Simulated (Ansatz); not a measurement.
# C4H2F4: up Jacob's ladder to CCSD(T)

An exercise on one series of results from a longer session: the logs are not shown, and one member is left open.

The runs use Ansatz 0.2.0, Gaussian basis; functionals in def2-TZVPP, the program's frozen cores in correlated methods.

The runs, in order: LDA (SPW92), PBE-D4, revPBE-D4, BLYP-D4, r2SCAN-D4, B97M-V, PBE0-D4, B3LYP-D4, r2SCANh-D4, r2SCAN0-D4, HSE06-D4, BHLYP-D4, CAM-B3LYP-D4, LC-ωPBE, ωB97X-V, ωB97M-V, B2PLYP, PBE-QIDH; CCSD(T)/def2-SVP; CCSD(T)/def2-TZVPP; MP2/def2-QZVPP; extrapolation to the limit; RPA on PBE.

### Structure used throughout

All runs share one geometry, relaxed beforehand with PBE0-D4 in a triple-zeta def2 set.

SMILES `FC1=C(F)C(F)(F)C1`, 10 atoms, charge 0, spin multiplicity 1.

Atoms are counted from 1 here; the program's logs count them from 0.

Bond lengths: F1–C2 1.308 Å, C2–C3 1.330 Å, C2–C8 1.502 Å, C3–F4 1.310 Å, C3–C5 1.495 Å, C5–F6 1.350 Å, C5–F7 1.350 Å, C5–C8 1.551 Å, C8–H9 1.091 Å, C8–H10 1.091 Å. Angles: F1–C2–C3 134.5°, F1–C2–C8 129.3°, C3–C2–C8 96.2°, C2–C3–F4 136.2°, C2–C3–C5 92.3°, F4–C3–C5 131.5°, C3–C5–F6 116.3°, C3–C5–F7 116.2°, C3–C5–C8 87.7°, F6–C5–F7 106.5°, F6–C5–C8 114.9°, F7–C5–C8 114.9°, C2–C8–C5 83.8°, C2–C8–H9 116.0°, C2–C8–H10 116.0°, C5–C8–H9 113.6°, C5–C8–H10 113.6°, H9–C8–H10 111.2°.

The first run:

Contents of in.yaml:

```yaml
crystal:
  periodic: [false, false, false]
  atoms:
    - {symbol: F, position_ang: [0.551987, -2.277118, 0.669785]}
    - {symbol: C, position_ang: [0.214540, -1.089172, 0.238855]}
    - {symbol: C, position_ang: [-0.485848, -0.637555, -0.797053]}
    - {symbol: F, position_ang: [-1.125743, -1.168793, -1.809684]}
    - {symbol: C, position_ang: [-0.283360, 0.786674, -0.388976]}
    - {symbol: F, position_ang: [-1.396169, 1.478854, -0.064065]}
    - {symbol: F, position_ang: [0.411444, 1.561223, -1.249500]}
    - {symbol: C, position_ang: [0.533260, 0.258848, 0.819304]}
    - {symbol: H, position_ang: [0.078872, 0.483246, 1.785706]}
    - {symbol: H, position_ang: [1.584019, 0.552493, 0.798728]}
basis:
  gaussian: {orbitals: def2-TZVPP}
hamiltonian: {xc: lda}
output: {orbitals: {seedname: orbitals}}
```

Run with:

```bash
ansatz run in.yaml --threads 4 --pin off --events-out ev --progress --plain --max-ram 11315MiB
```

Steps of the session up to this table: LDA; PBE-D4 (GGA); revPBE-D4 (GGA); BLYP-D4 (GGA); r2SCAN-D4 (meta-GGA); B97M-V (meta-GGA); B3LYP-D4 (hybrid); r2SCANh-D4 (hybrid); r2SCAN0-D4 (hybrid); HSE06-D4 (hybrid); BHLYP-D4 (hybrid); CAM-B3LYP-D4 (range-separated); LC-ωPBE (range-separated); ωB97X-V (range-separated); ωB97M-V (range-separated); B2PLYP (double hybrid); PBE-QIDH (double hybrid).

One table of the session follows, with a row left open; its other results are not shown here.

It belongs to the step «Frontier levels by functional». 

| functional | HOMO (eV) | gap (eV) |
| --- | --- | --- |
| LDA (SPW92) | -6.85 | 5.47 |
| PBE-D4 | -6.63 | 5.56 |
| revPBE-D4 | -6.55 | 5.60 |
| BLYP-D4 | -6.52 | 5.55 |
| r2SCAN-D4 | -6.88 | 6.04 |
| B97M-V | -6.95 | 6.23 |
| PBE0-D4 | -7.98 | 7.95 |
| B3LYP-D4 | -7.77 | 7.45 |
| r2SCANh-D4 | ? | ? |
| r2SCAN0-D4 | -8.15 | 8.25 |
| HSE06-D4 | -7.58 | 7.16 |
| BHLYP-D4 | -9.22 | 10.32 |
| CAM-B3LYP-D4 | -9.37 | 10.47 |
| LC-ωPBE | -10.68 | 13.03 |
| ωB97X-V | -10.30 | 12.61 |
| ωB97M-V | -10.20 | 12.42 |

Q: Estimate the row for r2SCANh-D4 from the others.

Worked estimate for «HOMO (eV)». Against the share of exact exchange, r2SCAN-D4 (0, -6.88), r2SCAN0-D4 (0.25, -8.15) give a slope of -5.08 per unit share; at 0.1 the line stands at -7.39.

As computed: HOMO (eV): -7.39; gap (eV): 6.93. In «HOMO (eV)» the line misses by 0.00.
